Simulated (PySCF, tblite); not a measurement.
# C₆H₁₂FNSi: geometry, infrared bands and NMR shifts

Wanted: the infrared bands and NMR shifts of C₆H₁₂FNSi (`C#CC[C@H](F)[SiH2]N(C)C`), by calculation.

Programs: tblite 0.8.0 and PySCF 2.14.0, with density-fitted response routines of our own. Each step states its level of theory. These are calculated values for one molecule in the gas phase, unless marked as measured. Atoms are numbered from 0 throughout.

### 1 Starting geometry

21 atoms, charge 0, multiplicity 1; geometry from: force field or distance geometry start.

Bonds of the start (Å): C0–C1 1.23, C1–C2 1.46, C2–C3 1.49, C3–F4 1.40, C3–Si5 1.88, Si5–N6 1.76, N6–C7 1.43, N6–C8 1.41, C0–H9 1.06, C2–H10 1.11, C2–H11 1.11, C3–H12 1.12, Si5–H13 1.45, Si5–H14 1.48, C7–H15 1.12, C7–H16 1.12, C7–H17 1.09, C8–H18 1.13, C8–H19 1.10, C8–H20 1.10.

### 2 Geometry optimisation with GFN2-xTB

Job settings and geometry (Å):

```
{"job": {"kind": "relax", "xc": "GFN2-xTB", "basis": "xTB"}, "charge": 0, "multiplicity": 1}
C      3.871900     1.283500     0.257700
C      3.156300     0.329000    -0.027800
C      2.349400    -0.841000    -0.357200
C      1.071000    -0.826200     0.416200
F      0.340200    -1.966100     0.056400
Si    -0.030900     0.651100     0.070100
N     -1.681200     0.151700     0.430900
C     -2.059600    -1.132800    -0.067100
C     -2.672900     1.154200     0.384800
H      4.483300     2.113200     0.498300
H      2.890900    -1.777900    -0.101200
H      2.176400    -0.889300    -1.454800
H      1.181400    -0.887800     1.528200
H      0.183100     1.164300    -1.269800
H      0.368500     1.683900     1.053000
H     -3.176200    -1.170000    -0.184700
H     -1.845400    -1.879300     0.744700
H     -1.617700    -1.417600    -1.023500
H     -3.574100     0.779900     0.953600
H     -3.045900     1.397000    -0.624400
H     -2.377300     2.097100     0.870500
```

On the command line:

```sh
OMP_NUM_THREADS=1 python probes_run.py task.json out
```

This one command runs all jobs of the session in turn.

**Question.** This job is followed by: GFN2-xTB harmonic vibrations, gas phase; GIAO PBE0/pcSseg-1 NMR shielding, non-relativistic, gas phase. Predict these results of the whole session: strongest single infrared mode (GFN2-xTB); zero-point energy (GFN2-xTB); ¹³C shifts against TMS (PBE0/pcSseg-1, means over atoms taken as alike); ¹H shifts against TMS (PBE0/pcSseg-1, means over atoms taken as alike); ¹⁹F shifts against CFCl3 (PBE0/pcSseg-1); ²⁹Si shifts against TMS (PBE0/pcSseg-1); ¹⁵N shifts against NH3 (PBE0/pcSseg-1).

The runs gave:

| quantity | value |
| --- | --- |
| strongest single infrared mode (GFN2-xTB) | 2161 cm⁻¹, 334 km/mol |
| zero-point energy (GFN2-xTB) | 102.4 kcal/mol |
| ¹³C shifts against TMS (PBE0/pcSseg-1, means over atoms taken as alike) | 92.3, 84.2, 78.7, 41.4, 23.8 ppm |
| ¹H shifts against TMS (PBE0/pcSseg-1, means over atoms taken as alike) | 5.02, 4.91, 4.84, 3.01, 2.69, 2.68, 1.45 ppm |
| ¹⁹F shifts against CFCl3 (PBE0/pcSseg-1) | -240.5 ppm |
| ²⁹Si shifts against TMS (PBE0/pcSseg-1) | -30.3 ppm |
| ¹⁵N shifts against NH3 (PBE0/pcSseg-1) | 16.0 ppm |

What this shows: The optimisation took 190 steps and gained 0.643 eV; among the close pairs (by a distance rule), Si5–N6 changed most, from 1.762 to 1.715 Å. All 57 modes are real, so the xTB geometry is a minimum. The strongest single mode, at 2161 cm⁻¹, moves mainly H13. Unscaled tight-binding wavenumbers are off by several per cent, some by more. Its intensities can rank the bands wrongly. C3 (sp3 CH bonded to F and Si) lies farthest downfield among carbon, at 92.3 ppm; pulled downfield by the heteroatom. The most deshielded hydrogen is H12 (hydrogen on an sp3 CH bonded to F and Si), at 5.02 ppm: its carbon carries F, which withdraws density. At PBE0/pcSseg-1: Shielding is most anisotropic at C1 (span 288 ppm, paramagnetic term -163 ppm).
